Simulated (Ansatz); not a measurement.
CH₃BS, SMILES B1CS1: the interaction energy of a dimer with the counterpoise correction, run with Ansatz 0.2.0 through its Python package.

The script, `run_dimer.py`:
```python
# -*- coding: utf-8 -*-
"""Binding of a CH3BS dimer at a trial geometry."""

import ansatz as az

FIRST = [
    ("B", (-0.6217, -0.7523, -0.0836)),
    ("C", (0.2581, 0.5264, 0.1482)),
    ("S", (1.1093, -0.845, 0.6977)),
    ("H", (-1.3322, -1.1101, -0.9248)),
    ("H", (0.6716, 0.967, -0.7994)),
    ("H", (-0.085, 1.2142, 0.9619)),
]
SECOND = [
    ("B", (-1.9028, 1.6195, -1.4894)),
    ("C", (-3.0093, 0.5949, -1.0549)),
    ("S", (-3.6814, 2.1615, -1.0912)),
    ("H", (-1.0367, 1.6054, -2.2575)),
    ("H", (-3.3618, -0.0692, -1.8902)),
    ("H", (-2.8987, 0.163, -0.0281)),
]

def energy(atoms, ghosts=()):
    molecule = az.Crystal.molecule()
    for symbol, xyz in atoms:
        molecule = molecule.atom(symbol, xyz)
    calc = (
        molecule.calculation()
        .basis(gaussian="cc-pVDZ")
        .functional("b3lyp")
    )
    deck = calc.input()
    if ghosts:
        deck = deck.set(az.key.basis.gaussian.ghost_atoms, [{"symbol": s, "position_ang": list(xyz)} for s, xyz in ghosts])
    return az.Session.from_dict(deck).plan().execute().report["free_energy_ev"]

# monomers in their own basis and in the basis of the dimer
both = energy(FIRST + SECOND)
alone = energy(FIRST) + energy(SECOND)
ghosted = energy(FIRST, SECOND) + energy(SECOND, FIRST)
print(f"dimer {both:.6f} eV")
print(f"interaction, uncorrected   {(both - alone):8.3f} eV")
print(f"interaction, counterpoise  {(both - ghosted):8.3f} eV")
print(f"basis-set superposition    {(alone - ghosted):8.3f} eV")
```

How large is the interaction at this pose, and how much of it is basis-set superposition?

Uncorrected it is 0.269 eV, with the counterpoise correction 0.305 eV; the difference, 0.04 eV, is the superposition error. In this basis both values are repulsive.

The output:

Output of `python run_dimer.py`:
```text
dimer -25193.381663 eV
interaction, uncorrected      0.269 eV
interaction, counterpoise     0.305 eV
basis-set superposition       0.036 eV
```

Reading the output:
- The settings weren't tested for convergence.
- The dimer is a generated trial pose of unrelaxed monomers, not a minimum, so the figure is no binding energy, and the basis set is small.
- b3lyp holds the VWN-RPA fit, as in Gaussian; the form of ORCA and Turbomole is b3lyp5.
- This level lacks the dispersion part of the attraction (electrostatics and induction are there), which can decide the sign where the interaction is weak.
- The whole script took 14 s on 1 thread of Arm Neoverse V2, on a shared host, peak memory 0.33 GiB.
